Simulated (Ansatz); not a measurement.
# C₂H₅BBrN: basis-set convergence

Aim: see how fast density functionals converge with the basis set for C₂H₅BBrN.

Method: one geometry, several basis sets; program: Ansatz 0.2.0, Gaussian basis.

The runs, in order: PBE0-D4/def2-SVP; ωB97M-V/def2-SVP; PBE0-D4/def2-QZVPP; ωB97M-V/def2-QZVPP; the functionals' def2-TZVPP values are taken from earlier runs.

## (1) The geometry

All runs share one geometry, relaxed beforehand with PBE0-D4 in a triple-zeta def2 set.

SMILES `NB1CC1Br`, 10 atoms, charge 0, spin multiplicity 1.

Atoms are counted from 1 here; the program's logs count them from 0.

Bond lengths: N1–B2 1.372 Å, N1–H6 1.006 Å, N1–H7 1.006 Å, B2–C3 1.531 Å, B2–C4 1.526 Å, C3–C4 1.542 Å, C3–H8 1.087 Å, C3–H9 1.086 Å, C4–Br5 1.925 Å, C4–H10 1.083 Å. Angles: B2–N1–H6 123.2°, B2–N1–H7 122.7°, H6–N1–H7 114.2°, N1–B2–C3 150.8°, N1–B2–C4 148.2°, C3–B2–C4 60.6°, B2–C3–C4 59.6°, B2–C3–H8 118.4°, B2–C3–H9 123.4°, C4–C3–H8 117.2°, C4–C3–H9 114.9°, H8–C3–H9 112.8°, B2–C4–C3 59.9°, B2–C4–Br5 119.9°, B2–C4–H10 123.6°, C3–C4–Br5 118.6°, C3–C4–H10 116.4°, Br5–C4–H10 109.9°.

## (2) PBE0-D4 in def2-SVP

Contents of in.yaml:

```yaml
crystal:
  periodic: [false, false, false]
  atoms:
    - {symbol: N, position_ang: [-1.105459, 0.409888, 1.369904]}
    - {symbol: B, position_ang: [-0.177715, 0.080042, 0.414620]}
    - {symbol: C, position_ang: [0.706535, -0.952845, -0.288840]}
    - {symbol: C, position_ang: [0.585927, 0.479803, -0.844980]}
    - {symbol: Br, position_ang: [-0.362368, 0.751328, -2.498374]}
    - {symbol: H, position_ang: [-1.424472, -0.235085, 2.072871]}
    - {symbol: H, position_ang: [-1.550778, 1.311586, 1.405780]}
    - {symbol: H, position_ang: [0.224299, -1.746899, -0.853145]}
    - {symbol: H, position_ang: [1.698113, -1.226571, 0.059925]}
    - {symbol: H, position_ang: [1.489019, 1.077554, -0.834760]}
basis:
  gaussian: {orbitals: def2-SVP}
hamiltonian: {xc: pbe0, dispersion: d4}
output: {orbitals: {seedname: orbitals}}
```

Started as:

```console
$ ansatz run in.yaml --threads 4 --pin off --events-out ev --progress --plain --max-ram 10444MiB
```

After this run come: ωB97M-V in def2-SVP; PBE0-D4 in def2-QZVPP; ωB97M-V in def2-QZVPP.

**Question.** What will the summary of the whole plan be? Wanted: PBE0-D4: double and triple zeta above quadruple; ωB97M-V: double and triple zeta above quadruple.

As calculated:

```
                                       quantity           value
PBE0-D4: double and triple zeta above quadruple  14.94, 1.68 eV
ωB97M-V: double and triple zeta above quadruple  15.03, 1.61 eV
```

In words: For PBE0-D4 the step from double to triple zeta gains 13.26 eV and the next only 1.68 eV. These are total energies; as a rule much of such shifts cancels in differences, which this series doesn't test. The LUMO of ωB97M-V is positive and keeps falling with the basis (1.90 to 1.35 eV): an unbound level that the basis holds in place.
